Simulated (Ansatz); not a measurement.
**BGeP (singlet): wave-function methods side by side, cc-pVTZ**

The task here is to estimate one member of a computed series from the others.

Method: cc-pVTZ, core rule «outside noble gas», up to 20 orbitals frozen; program: Ansatz 0.2.0, Gaussian basis.

Plan: UHF; CCSD(T) on RHF; CCSD(T) on UHF; BCCD(T) on RHF; CCSDT(Q) on RHF; CCSDT(Q) on UHF.

4 further runs of the same task are left out: 4 set aside as unsound or not needed.

## What is computed

The geometry is a PBE0/def2-TZVP stationary point (not a proven minimum). No spin-orbit coupling is included. The filled d shell of Ge may be among the frozen orbitals whatever the setting's name suggests; the logs give the count.

3 atoms, charge 0, spin multiplicity 1.

Atoms are counted from 1 here; the program's logs count them from 0.

Bond lengths: B1–Ge2 1.927 Å, B1–P3 1.711 Å, Ge2–P3 2.563 Å. Angles: Ge2–B1–P3 89.4°, B1–Ge2–P3 41.9°, B1–P3–Ge2 48.8°.

As a file:

```
B     0.00000   -1.12771   -0.67228
Ge    0.00000    0.07309    0.83503
P     0.00000    0.22221   -1.72368
```

The first run:

in.yaml reads:

```yaml
crystal:
  periodic: [false, false, false]
  atoms:
    - {symbol: B, position_ang: [0.000000, -1.127712, -0.672282]}
    - {symbol: Ge, position_ang: [0.000000, 0.073087, 0.835035]}
    - {symbol: P, position_ang: [0.000000, 0.222209, -1.723681]}
basis:
  gaussian: {orbitals: cc-pVTZ}
magnetization: {spin_polarized: true, initial_magnetization: 0}
hamiltonian: {xc: hf}
output: {orbitals: {seedname: orbitals}}
```

Started as:

```sh
> ansatz run in.yaml --threads 1 --pin off --events-out ev --progress --plain --max-ram 4096MiB --backend cpu
```

Steps of the session up to this table: UHF; CCSD(T) on RHF; CCSD(T) on UHF; BCCD(T) on RHF; CCSDT(Q) on RHF; CCSDT(Q) on UHF.

One of the session's tables, all rows but one given; the rest of the session is left out.

| method | from RCCSDT(Q) (meV) |
| --- | --- |
| RHF | +10126.3 |
| UHF | +10072.1 |
| RMP2 | +1325.7 |
| UMP2 | +1813.7 |
| RCCSD | ? |
| UCCSD | +847.0 |
| RCCSD(T) | +87.5 |
| UCCSD(T) | +128.0 |
| BCCD(T) | +82.1 |
| RCCSDT | +78.9 |
| UCCSDT | +82.9 |
| RCCSDT(Q) | 0 |
| UCCSDT(Q) | -2.9 |

Q: Estimate the row for RCCSD from the others.

The run gave: from RCCSDT(Q) (meV): +817.2. In the column «from RCCSDT(Q) (meV)» it lies between UCCSD(T) (+128.0) and UCCSD (+847.0).

With the free atoms at the same levels and basis (separate runs), the atomisation energy is 7.797 eV at RCCSDT(Q), 7.759 eV at RCCSD(T), 7.719 eV at UCCSD(T), 4.186 eV at RHF.

Limits of these values: Warnings: restricted reference is unstable; spin contamination; large T1 diagnostic. Restricted and unrestricted rows rest on different reference determinants; where their highest levels disagree by more than a few hundredths of an eV, they describe different states and don't form one ladder.
